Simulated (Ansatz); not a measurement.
I need a band structure of ZnGe3, space group Pm-3m. Use Ansatz 0.2.0, Python API. Settings: PBE, PAW, cutoff 422 eV, 6×6×6 k-points, Fermi-Dirac smearing of 0.15 eV.

```
Zn Ge
1.0
     4.22236    0.00000    0.00000
     0.00000    4.22236    0.00000
     0.00000    0.00000    4.22236
Zn Ge
1 3
Cartesian
  0.0000 0.0000 0.0000
  0.0000 2.1112 2.1112
  2.1112 0.0000 2.1112
  2.1112 2.1112 0.0000
```

The script, `znge3.py`:
```python
# -*- coding: utf-8 -*-
"""Band structure of ZnGe3."""

import ansatz as az
import numpy as np
from pymatgen.core import Lattice, Structure
from pymatgen.io.ase import AseAtomsAdaptor

KSPACING = 0.29
OCCUPATIONS = "Fermi-Dirac"
SIGMA = 0.15
TOLERANCE = 1e-08
EXTRA_BANDS = 10

pmg_structure = Structure(
    Lattice([[4.22236, 0.0, 0.0], [0.0, 4.22236, 0.0], [0.0, 0.0, 4.22236]]),
    ["Zn", "Ge", "Ge", "Ge"],
    [
        [0.0, 0.0, 0.0],
        [0.0, 0.5, 0.5],
        [0.5, 0.0, 0.5],
        [0.5, 0.5, 0.0],
    ],
)
crystal = az.Crystal.from_ase(AseAtomsAdaptor.get_atoms(pmg_structure))

# high-symmetry points in fractions of the reciprocal vectors
path = [
    ("G", (0.0, 0.0, 0.0)),
    ("X", (0.0, 0.5, 0.0)),
    ("M", (0.5, 0.5, 0.0)),
    ("G", (0.0, 0.0, 0.0)),
    ("R", (0.5, 0.5, 0.5)),
    ("X", (0.0, 0.5, 0.0)),
]
job = (
    crystal.calculation()
    .functional(az.Functional.PBE)
    .pseudopotentials("paw")
    .basis(31 * az.Ry)
    .kpoints(spacing=KSPACING)
    .occupations(OCCUPATIONS, width=SIGMA)
    .scf(tolerance=TOLERANCE)
    .band_structure([point for _, point in path], intervals=10)
    .scf(extra_bands=EXTRA_BANDS)
)
done = job.run()
r = done.report

n_atoms = len(r["lattice"]["sites"])
print("F =", round(r["free_energy_ev"], 4), "eV for", n_atoms, "atoms")
print("E(sigma -> 0) =", round(r["energy_sigma0_ev"], 4), "eV, TS =", round(r["entropy_ts_ev"], 5), "eV")
print("closed by", r["closed_by"], "after", r["n_iterations"], "iterations")

bands = done.band_structure()
fermi = bands.fermi_energy_ev
print(f"zero of the bands: {fermi:.3f} eV, the Fermi level found on the SCF mesh")
for spin, channel in enumerate(bands.channels):
    levels = channel.eigenvalues_ev - fermi
    crossing = [b for b in range(levels.shape[1]) if levels[:, b].min() < 0 < levels[:, b].max()]
    print(f"channel {spin}: bands that cross the Fermi level on this path:", [b + 1 for b in crossing] or "none")
    shown = crossing or sorted(np.argsort(np.abs(levels).min(axis=0))[:2])
    for k, row in zip(bands.kpoints_frac, levels[:, shown]):
        print(f"{k[0]:7.3f} {k[1]:7.3f} {k[2]:7.3f}  ", " ".join(f"{e:8.3f}" for e in row))
```

```console
$ python znge3.py
F = -16202.9044 eV for 4 atoms
E(sigma -> 0) = -16202.8311 eV, TS = 0.14652 eV
closed by deck_thresholds after 8 iterations
zero of the bands: 10.560 eV, the Fermi level found on the SCF mesh
channel 0: bands that cross the Fermi level on this path: [27, 28]
  0.000   0.000   0.000     -1.521    2.687
  0.000   0.050   0.000     -1.401    2.589
  0.000   0.100   0.000     -1.043    2.330
  0.000   0.150   0.000     -0.477    1.982
  0.000   0.200   0.000      0.234    1.605
  0.000   0.250   0.000      1.012    1.134
  0.000   0.300   0.000      0.611    0.611
  0.000   0.350   0.000      0.101    0.101
  0.000   0.400   0.000     -0.373   -0.373
  0.000   0.450   0.000     -0.774   -0.774
  0.000   0.500   0.000     -0.967   -0.967
  0.050   0.500   0.000     -0.944   -0.873
  0.100   0.500   0.000     -0.877   -0.759
  0.150   0.500   0.000     -0.766   -0.656
  0.200   0.500   0.000     -0.615   -0.542
  0.250   0.500   0.000     -0.430   -0.409
  0.300   0.500   0.000     -0.259   -0.216
  0.350   0.500   0.000     -0.099    0.012
  0.400   0.500   0.000      0.054    0.231
  0.450   0.500   0.000      0.171    0.376
  0.500   0.500   0.000      0.217    0.217
  0.450   0.450   0.000      0.238    0.403
  0.400   0.400   0.000      0.291    0.606
  0.350   0.350   0.000      0.340    0.775
  0.300   0.300   0.000      0.277    1.007
  0.250   0.250   0.000     -0.098    1.130
  0.200   0.200   0.000     -0.592    0.755
  0.150   0.150   0.000      0.002    0.509
  0.100   0.100   0.000     -0.720    1.569
  0.050   0.050   0.000     -1.294    2.395
  0.000   0.000   0.000     -1.521    2.687
  0.050   0.050   0.050     -1.197    2.351
  0.100   0.100   0.100     -0.470    1.512
  0.150   0.150   0.150      0.117    0.632
  0.200   0.200   0.200     -0.494    0.485
  0.250   0.250   0.250     -1.526    1.410
  0.300   0.300   0.300     -2.524    0.984
  0.350   0.350   0.350     -3.427   -0.535
  0.400   0.400   0.400     -4.198   -1.842
  0.450   0.450   0.450     -4.621   -2.812
  0.500   0.500   0.500     -4.767   -3.204
  0.450   0.500   0.450     -4.563   -2.940
  0.400   0.500   0.400     -3.966   -2.284
  0.350   0.500   0.350     -3.101   -1.402
  0.300   0.500   0.300     -2.081   -0.376
  0.250   0.500   0.250     -0.955    0.751
  0.200   0.500   0.200      0.243    0.826
  0.150   0.500   0.150     -0.167    1.404
  0.100   0.500   0.100     -1.010    0.463
  0.050   0.500   0.050     -1.332   -0.429
  0.000   0.500   0.000     -0.967   -0.967
```

Total energies depend on the potentials; only differences at equal settings carry meaning. A total without «per atom» is that of the cell as typed. For a metal this k-point mesh is coarse: on a finer one energies can move by several to tens of meV an atom and pressures by half a GPa or more, differences at one mesh by less. This cell is a computed structure, which may not be the phase found in nature. Gaps and levels are Kohn-Sham values on a finite set of k-points, without spin-orbit coupling. It ran for 4.6 s on 1 thread of INTEL(R) XEON(R) PLATINUM 8581C CPU @ 2.10GHz (Emerald Rapids) (shared host), peak memory 0.49 GiB.

(A comment or docstring line of the script was reworded after the run, the code is as it ran; lines on the test bed's own set-up are left out of the output.)
